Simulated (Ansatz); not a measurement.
**NaTl: stress in a strained cell**

NaTl is deformed so: equal xy, yz and zx engineering shear strains of +1 %. What stress and forces result, by LAPW, PAW and all-electron datasets made for the crystal?

Program: Ansatz 0.2.0. Level of theory: DFT PBEsol, scalar-relativistic. These are calculated values, not measurements.

## (1) Starting point

Symmetry: Fd-3m, No. 227, cubic system. Conventional cell: a = 7.471 Å, b = 7.471 Å, c = 7.471 Å, α = 90.00°, β = 90.00°, γ = 90.00°. Na (site symmetry -43m) has 4 Na at 3.23 Å and 4 Tl at 3.23 Å in its first shell of neighbours. Around Tl (site symmetry -43m) lie 4 Na at 3.23 Å and 4 Tl at 3.23 Å.

Coordinates:

```cif
data_structure
_symmetry_space_group_name_H-M 'P 1'
_symmetry_Int_Tables_number 1
_cell_length_a 5.2825
_cell_length_b 5.2825
_cell_length_c 5.2825
_cell_angle_alpha 60.000
_cell_angle_beta 60.000
_cell_angle_gamma 60.000
_cell_volume 104.23
loop_
_atom_site_label
_atom_site_type_symbol
_atom_site_fract_x
_atom_site_fract_y
_atom_site_fract_z
_atom_site_occupancy
Na1 Na 0.50000 0.50000 0.50000 1
Na2 Na 0.75000 0.75000 0.75000 1
Tl1 Tl 0.00000 0.00000 0.00000 1
Tl2 Tl 0.25000 0.25000 0.25000 1
```

Atoms are numbered in the order of the input: Na1, Na2, Tl3, Tl4.

## (2) After the deformation

Space group Fd-3m before, R-3m after.

## (3) LAPW, all electrons

input.yaml

```yaml
crystal:
  lattice:
    - [0.037353, 3.7539765, 3.7539765]
    - [3.7539765, 0.037353, 3.7539765]
    - [3.7539765, 3.7539765, 0.037353]
  atoms:
    - { symbol: Na, position: [0.5, 0.5, 0.5] }
    - { symbol: Na, position: [0.75, 0.75, 0.75] }
    - { symbol: Tl, position: [0.0, 0.0, 0.0] }
    - { symbol: Tl, position: [0.25, 0.25, 0.25] }
kpoints:
  mp_grid: { grid: [10, 10, 10] }
  band_path:
    path:
      - [0.0, 0.0, 0.0]
      - [0.5, 0.5, 0.5]
      - [0.247543133, 0.5, 0.752456867]
      - [-0.247543133, 0.247543133, 0.5]
      - [0.0, 0.0, 0.5]
      - [0.0, 0.0, 0.0]
      - [-0.3737715665, 0.0, 0.3737715665]
      - [0.0, 0.3737715665, 0.6262284335]
      - [0.0, 0.5, 0.5]
    npoints: 5
scf:
  occupations: { method: fermi_dirac, width: 0.05 }
hamiltonian:
  xc: pbesol
  pseudopotentials: { kind: all_electron, lapw: { basis_error: 0.001 } }
output:
  forces: true
  stress: true
  eigenvalues: true
```

Run with:

```bash
ansatz run input.yaml --threads 1 --pin off --max-ram 4096MiB --backend cpu --events-out ev --progress --plain --runs-dir out
```

## (4) PAW with frozen cores

input.yaml

```yaml
crystal:
  lattice:
    - [0.037353, 3.7539765, 3.7539765]
    - [3.7539765, 0.037353, 3.7539765]
    - [3.7539765, 3.7539765, 0.037353]
  atoms:
    - { symbol: Na, position: [0.5, 0.5, 0.5] }
    - { symbol: Na, position: [0.75, 0.75, 0.75] }
    - { symbol: Tl, position: [0.0, 0.0, 0.0] }
    - { symbol: Tl, position: [0.25, 0.25, 0.25] }
kpoints:
  mp_grid: { grid: [10, 10, 10] }
scf:
  occupations: { method: fermi_dirac, width: 0.05 }
hamiltonian:
  xc: pbesol
  pseudopotentials: { kind: paw }
output:
  forces: true
  stress: true
  eigenvalues: true
  efg: { contact_densities: true }
```

## (5) All-electron PAW on datasets made for the crystal

Edit input.yaml of step 4 so:

```diff
@@ -16,3 +16,3 @@
   xc: pbesol
-  pseudopotentials: { kind: paw }
+  pseudopotentials: { kind: all_electron, datasets: crystal }
 output:
```

(Steps that only read results are left out.)

Before running it: what results should come out? Wanted: pressure; largest shear or deviatoric stress.

**Answer**, as computed:

```
                                 quantity                                           value
                                 pressure  LAPW 0.11, PAW 0.11, crystal datasets 0.10 GPa
largest shear or deviatoric stress (LAPW)                                        0.18 GPa
```

The largest part of the stress beyond the pressure is 0.18 GPa in size; the atoms are carried along and not relaxed. No run of the undeformed cell stands beside it, so pressure and stress hold what the given cell had before the change, as far as its symmetry allows. PAW: stress within 0.01 GPa of LAPW. Crystal datasets: stress within 0.01 GPa of LAPW. Spin-orbit coupling is left out, though the cell holds Tl; in elements this heavy it can shift bands and gaps by tenths of an eV.
